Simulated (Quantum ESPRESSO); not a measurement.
A run of Quantum ESPRESSO 7.5:

File pw.in:

```
&CONTROL
  calculation = 'scf'
  prefix = 'pwscf'
  outdir = './tmp'
  pseudo_dir = './pseudo'
  tprnfor = .true.
  tstress = .true.
  disk_io = 'low'
/
&SYSTEM
  ibrav = 0
  nat = 7
  ntyp = 4
  ecutwfc = 88
  nbnd = 31
  input_dft = 'pbesol'
  occupations = 'smearing'
  smearing = 'fd'
  degauss = 0.00367493
/
&ELECTRONS
  conv_thr = 1.4d-09
  electron_maxstep = 120
  mixing_beta = 0.5
/
ATOMIC_SPECIES
H      1.0080 H_ONCV_PBE-1.2.upf
Pb   207.2000 Pb_ONCV_PBE-1.2.upf
N     14.0070 N_ONCV_PBE-1.2.upf
O     15.9990 O_ONCV_PBE-1.2.upf
CELL_PARAMETERS angstrom
   3.8570700000    0.0017800000   -0.0365800000
   0.1735300000    4.3343600000   -0.0164700000
   0.7580300000    0.8387300000    5.8766200000
ATOMIC_POSITIONS crystal
H      0.6151100000    0.8955900000    0.1984400000
Pb     0.6459700000    0.4465100000    0.9168500000
N      0.7147400000    0.2381000000    0.5005800000
O      0.1695800000    0.4700700000    0.7776800000
O      0.6291900000    0.9704500000    0.4984500000
O      0.5642400000    0.9258300000    0.0384900000
O      0.7802200000    0.4225000000    0.3195100000
K_POINTS automatic
4 4 3 0 0 0
```

bands.in

```
&CONTROL
  calculation = 'bands'
  prefix = 'pwscf'
  outdir = './tmp'
  pseudo_dir = './pseudo'
  disk_io = 'low'
  verbosity = 'high'
/
&SYSTEM
  ibrav = 0
  nat = 7
  ntyp = 4
  ecutwfc = 88
  nbnd = 31
  input_dft = 'pbesol'
  occupations = 'smearing'
  smearing = 'fd'
  degauss = 0.00367493
/
&ELECTRONS
  conv_thr = 1d-08
  electron_maxstep = 120
  mixing_beta = 0.5
  diago_full_acc = .true.
/
ATOMIC_SPECIES
H      1.0080 H_ONCV_PBE-1.2.upf
Pb   207.2000 Pb_ONCV_PBE-1.2.upf
N     14.0070 N_ONCV_PBE-1.2.upf
O     15.9990 O_ONCV_PBE-1.2.upf
CELL_PARAMETERS angstrom
   3.8570700000    0.0017800000   -0.0365800000
   0.1735300000    4.3343600000   -0.0164700000
   0.7580300000    0.8387300000    5.8766200000
ATOMIC_POSITIONS crystal
H      0.6151100000    0.8955900000    0.1984400000
Pb     0.6459700000    0.4465100000    0.9168500000
N      0.7147400000    0.2381000000    0.5005800000
O      0.1695800000    0.4700700000    0.7776800000
O      0.6291900000    0.9704500000    0.4984500000
O      0.5642400000    0.9258300000    0.0384900000
O      0.7802200000    0.4225000000    0.3195100000
K_POINTS crystal
60
 0.5000000000  0.0000000000  0.0000000000 1
 0.4285714286  0.0000000000  0.0000000000 1
 0.3571428571  0.0000000000  0.0000000000 1
 0.2857142857  0.0000000000  0.0000000000 1
 0.2142857143  0.0000000000  0.0000000000 1
 0.1428571429  0.0000000000  0.0000000000 1
 0.0714285714  0.0000000000  0.0000000000 1
 0.0000000000  0.0000000000  0.0000000000 1
 0.0000000000  0.0833333333  0.0000000000 1
 0.0000000000  0.1666666667  0.0000000000 1
 0.0000000000  0.2500000000  0.0000000000 1
 0.0000000000  0.3333333333  0.0000000000 1
 0.0000000000  0.4166666667  0.0000000000 1
 0.0000000000  0.5000000000  0.0000000000 1
 0.5000000000  0.5000000000  0.0000000000 1
 0.4500000000  0.4500000000  0.0000000000 1
 0.4000000000  0.4000000000  0.0000000000 1
 0.3500000000  0.3500000000  0.0000000000 1
 0.3000000000  0.3000000000  0.0000000000 1
 0.2500000000  0.2500000000  0.0000000000 1
 0.2000000000  0.2000000000  0.0000000000 1
 0.1500000000  0.1500000000  0.0000000000 1
 0.1000000000  0.1000000000  0.0000000000 1
 0.0500000000  0.0500000000  0.0000000000 1
 0.0000000000  0.0000000000  0.0000000000 1
 0.0000000000  0.0000000000  0.1000000000 1
 0.0000000000  0.0000000000  0.2000000000 1
 0.0000000000  0.0000000000  0.3000000000 1
 0.0000000000  0.0000000000  0.4000000000 1
 0.0000000000  0.0000000000  0.5000000000 1
 0.5000000000  0.0000000000  0.5000000000 1
 0.4444444444  0.0000000000  0.4444444444 1
 0.3888888889  0.0000000000  0.3888888889 1
 0.3333333333  0.0000000000  0.3333333333 1
 0.2777777778  0.0000000000  0.2777777778 1
 0.2222222222  0.0000000000  0.2222222222 1
 0.1666666667  0.0000000000  0.1666666667 1
 0.1111111111  0.0000000000  0.1111111111 1
 0.0555555556  0.0000000000  0.0555555556 1
 0.0000000000  0.0000000000  0.0000000000 1
 0.0000000000  0.0625000000  0.0625000000 1
 0.0000000000  0.1250000000  0.1250000000 1
 0.0000000000  0.1875000000  0.1875000000 1
 0.0000000000  0.2500000000  0.2500000000 1
 0.0000000000  0.3125000000  0.3125000000 1
 0.0000000000  0.3750000000  0.3750000000 1
 0.0000000000  0.4375000000  0.4375000000 1
 0.0000000000  0.5000000000  0.5000000000 1
 0.5000000000  0.5000000000  0.5000000000 1
 0.4545454545  0.4545454545  0.4545454545 1
 0.4090909091  0.4090909091  0.4090909091 1
 0.3636363636  0.3636363636  0.3636363636 1
 0.3181818182  0.3181818182  0.3181818182 1
 0.2727272727  0.2727272727  0.2727272727 1
 0.2272727273  0.2272727273  0.2272727273 1
 0.1818181818  0.1818181818  0.1818181818 1
 0.1363636364  0.1363636364  0.1363636364 1
 0.0909090909  0.0909090909  0.0909090909 1
 0.0454545455  0.0454545455  0.0454545455 1
 0.0000000000  0.0000000000  0.0000000000 1
```

Potentials or basis: SG15 PBE 1.2.

Command:

```bash
$ OMP_NUM_THREADS=1 mpirun -n 4 pw.x -nk 2 -in pw.in > pw.out
$ OMP_NUM_THREADS=1 mpirun -n 4 pw.x -nk 4 -in bands.in > bands.out
```

Hardware: 4 MPI ranks on AMD EPYC 7R43 64-Core Processor (Zen 3) (shared host).

Question: How long does it take, and how much memory?

Answer: It took 120 s on 4 MPI ranks on AMD EPYC 7R43 64-Core Processor (Zen 3), on a shared host, peak memory 0.6 GiB a rank. Counts: scf iterations 12, k pools 2, bands 31, k points 26, g dense 74031.
